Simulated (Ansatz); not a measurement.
**BBrClH: rigid scan of one bond length from a Python script**

How does the energy of BBrClH change as one bond is stretched? A script is to give a rigid scan of one bond length; the system is BBrClH. SMILES: ClBBr.

Program: the Python package of Ansatz 0.2.0. Level of theory: r2SCAN0/def2-SVP. These are calculated values, not measurements.

**1. The system**

Bond lengths: Cl1–B2 1.815 Å, B2–Br3 1.969 Å, B2–H4 1.204 Å. Angles: Cl1–B2–Br3 117.9°, Cl1–B2–H4 125.5°, Br3–B2–H4 116.6°.

The script holds or builds the structure itself.

**2. Script**

bbrclh_scan.py reads:

```python
from dataclasses import dataclass
import warnings

import ansatz as az
import numpy as np


@dataclass(frozen=True)
class RunConfig:
    basis: str = 'def2-SVP'
    xc: str = 'r2scan0'


cfg = RunConfig()

warnings.simplefilter('ignore', az.DeckWarning)

geometry_ang = [
    ('Cl', [-1.6433, -0.6227, 0.1981]),
    ('B', [-0.0272, 0.1427, -0.1144]),
    ('Br', [1.5586, -0.6831, 0.7098]),
    ('H', [0.1673, 1.1029, -0.8138]),
]
molecule = az.Crystal.molecule()
for symbol, xyz in geometry_ang:
    molecule = molecule.atom(symbol, xyz)

symbols = [site.symbol for site in molecule.cartesian_sites]
start = np.array([site.position_ang for site in molecule.cartesian_sites])
axis = (start[3] - start[1]) / np.linalg.norm(start[3] - start[1])
moving = [3]
lengths, energies = [1.02, 1.11, 1.2, 1.32, 1.5, 1.81, 2.17, 2.65], []
for length in lengths:
    xyz = start.copy()
    xyz[moving] += (length - np.linalg.norm(start[3] - start[1])) * axis
    point = az.Crystal.molecule()
    for symbol, xyz in zip(symbols, xyz):
        point = point.atom(symbol, xyz.tolist())
    calc = (
        point.calculation()
        .basis(gaussian=cfg.basis)
        .functional(cfg.xc)
        .spin('collinear')
    )
    data = calc.run(threads=1).report
    energies.append(data['free_energy_ev'])
    print(f'r = {length:6.3f} A  E = {energies[-1]:.5f} eV  <S^2> = {abs(data["mean_field"]["state"]["spin_squared"]):.3f}')

print('energy above the lowest point (eV):', [round(e - min(energies), 3) for e in energies])
```

**3. What the engine is handed**

The engine receives this input (first run):

```yaml
crystal:
  periodic: [false, false, false]
  atoms:
    - { symbol: Cl, position_ang: [-1.6433, -0.6227, 0.1981] }
    - { symbol: B, position_ang: [-0.0272, 0.1427, -0.1144] }
    - { symbol: Br, position_ang: [1.5586, -0.6831, 0.7098] }
    - { symbol: H, position_ang: [0.13761221026983914, 0.9563384796971699, -0.7070460661322647] }
basis:
  gaussian:
    orbitals: def2-SVP
hamiltonian:
  xc: r2scan0
magnetization:
  spin_polarized: true
```

**4. The run**

Launch:

```bash
$ python bbrclh_scan.py
```

Without the output at hand: what should come out? Wanted: range of energy; lowest point, distance.

**Answer**, as computed:

| quantity | value |
| --- | --- |
| runs compared | 8 |
| range of energy | 4.157 eV |
| lowest point, distance (Å) | 1.20 |

What this shows: The curve has its lowest point inside the range, at 1.20. The ends stand 0.512 and 4.16 eV above it. The distance scanned is the script's pair 1, 3. <S²> moves from 0.00 to 0.77: along the scan the mean field breaks spin symmetry. Caveats:
- Total energies depend on the basis set; only differences at equal settings carry meaning.
- The rest of the molecule is held rigid at a force-field or estimated start geometry, and the basis set is modest; single-reference methods fail as a bond breaks.
- The expectation value of S² is noticeably off S(S+1) in at least one run, so that state is spin-contaminated.
